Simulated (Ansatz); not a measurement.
# C₆H₁₀O: relaxing the structure

What shape does C₆H₁₀O take? The plan is to relax it.

The runs use Ansatz 0.2.0, Gaussian basis; RKS PBE0-D4/def2-TZVP.

Levels to be run: relaxation at PBE0-D4/def2-TZVP.

1 further run of the same task is left out (set aside as unsound or not needed).

### 1 Where the work starts

SMILES `CC(=O)C=C(C)C`, 17 atoms, charge 0, spin multiplicity 1.

Atoms are counted from 1 here; the program's logs count them from 0.

Bond lengths: C1–C2 1.509 Å, C1–H8 1.087 Å, C1–H9 1.087 Å, C1–H10 1.087 Å, C2–O3 1.216 Å, C2–C4 1.468 Å, C4–C5 1.340 Å, C4–H11 1.084 Å, C5–C6 1.497 Å, C5–C7 1.498 Å, C6–H12 1.087 Å, C6–H13 1.089 Å, C6–H14 1.088 Å, C7–H15 1.090 Å, C7–H16 1.090 Å, C7–H17 1.086 Å. Angles: C2–C1–H8 110.5°, C2–C1–H9 108.7°, C2–C1–H10 110.5°, H8–C1–H9 109.1°, H8–C1–H10 108.8°, H9–C1–H10 109.3°, C1–C2–O3 120.4°, C1–C2–C4 120.4°, O3–C2–C4 119.2°, C2–C4–C5 132.3°, C2–C4–H11 110.5°, C5–C4–H11 117.1°, C4–C5–C6 126.6°, C4–C5–C7 119.5°, C6–C5–C7 113.9°, C5–C6–H12 110.3°, C5–C6–H13 111.0°, C5–C6–H14 111.2° and more.

Geometry (Å):

```mol
C6H10O
  3D, bonds by distance, orders not assigned

 17 16  0  0  0  0  0  0  0  0999 V2000
    0.5400    1.5451    1.6240 C   0  0
   -0.0040    0.1589    1.8705 C   0  0
   -0.1708   -0.2440    3.0053 O   0  0
   -0.3499   -0.7141    0.7423 C   0  0
   -0.2108   -0.5739   -0.5835 C   0  0
    0.3793    0.6014   -1.2994 C   0  0
   -0.6686   -1.6718   -1.4934 C   0  0
    1.4946    1.4923    1.1067 H   0  0
    0.6814    2.0386    2.5822 H   0  0
   -0.1537    2.1247    1.0206 H   0  0
   -0.7880   -1.6398    1.0984 H   0  0
    0.4107    0.4134   -2.3700 H   0  0
   -0.2128    1.4991   -1.1300 H   0  0
    1.3932    0.8015   -0.9589 H   0  0
    0.1730   -2.0427   -2.0786 H   0  0
   -1.4104   -1.2875   -2.1935 H   0  0
   -1.1032   -2.5011   -0.9426 H   0  0
  1  2  8  0
  2  3  8  0
  2  4  8  0
  4  5  8  0
  5  6  8  0
  5  7  8  0
  1  8  8  0
  1  9  8  0
  1 10  8  0
  4 11  8  0
  6 12  8  0
  6 13  8  0
  6 14  8  0
  7 15  8  0
  7 16  8  0
  7 17  8  0
M  END
```

The start is a GFN2-xTB geometry.

### 2 Optimising with PBE0-D4/def2-TZVP

in.yaml

```yaml
crystal:
  periodic: [false, false, false]
  atoms:
    - {symbol: C, position_ang: [0.540000, 1.545130, 1.624030]}
    - {symbol: C, position_ang: [-0.004020, 0.158940, 1.870550]}
    - {symbol: O, position_ang: [-0.170760, -0.244040, 3.005290]}
    - {symbol: C, position_ang: [-0.349900, -0.714090, 0.742260]}
    - {symbol: C, position_ang: [-0.210760, -0.573940, -0.583530]}
    - {symbol: C, position_ang: [0.379320, 0.601440, -1.299450]}
    - {symbol: C, position_ang: [-0.668560, -1.671800, -1.493450]}
    - {symbol: H, position_ang: [1.494570, 1.492270, 1.106730]}
    - {symbol: H, position_ang: [0.681400, 2.038570, 2.582230]}
    - {symbol: H, position_ang: [-0.153730, 2.124690, 1.020560]}
    - {symbol: H, position_ang: [-0.787970, -1.639820, 1.098450]}
    - {symbol: H, position_ang: [0.410670, 0.413380, -2.370030]}
    - {symbol: H, position_ang: [-0.212770, 1.499130, -1.130000]}
    - {symbol: H, position_ang: [1.393170, 0.801500, -0.958880]}
    - {symbol: H, position_ang: [0.173020, -2.042710, -2.078630]}
    - {symbol: H, position_ang: [-1.410450, -1.287510, -2.193530]}
    - {symbol: H, position_ang: [-1.103220, -2.501150, -0.942590]}
basis:
  gaussian: {orbitals: def2-TZVP}
hamiltonian: {xc: pbe0, dispersion: d4}
relax: {f_tol: 0.005, max_steps: 150}
```

Run with:

```
ansatz run in.yaml --threads 2 --pin off --events-out ev --progress --plain --max-ram 31744MiB --backend cuda --devices 0, --max-vram 18GiB
```

Q: Predict the results of all the runs planned. Wanted: point group; shift from the start; total energy; dispersion term; dipole moment.

**Answer**, as computed:

| quantity | value |
| --- | --- |
| point group | Cs |
| steps | 52 |
| shift from the start (rms) | 0.411 Å |
| total energy | -8425.2776 eV |
| dispersion term | -309 meV |
| dipole moment | 4.17 D |

The atoms moved 0.41 Å (rms) from the start; the bond that changed most is C2–C4, from 1.468 to 1.476 Å. No vibrations were run, so it is not proven to be a minimum. The largest Mulliken charge, -0.40 e, sits on C1.
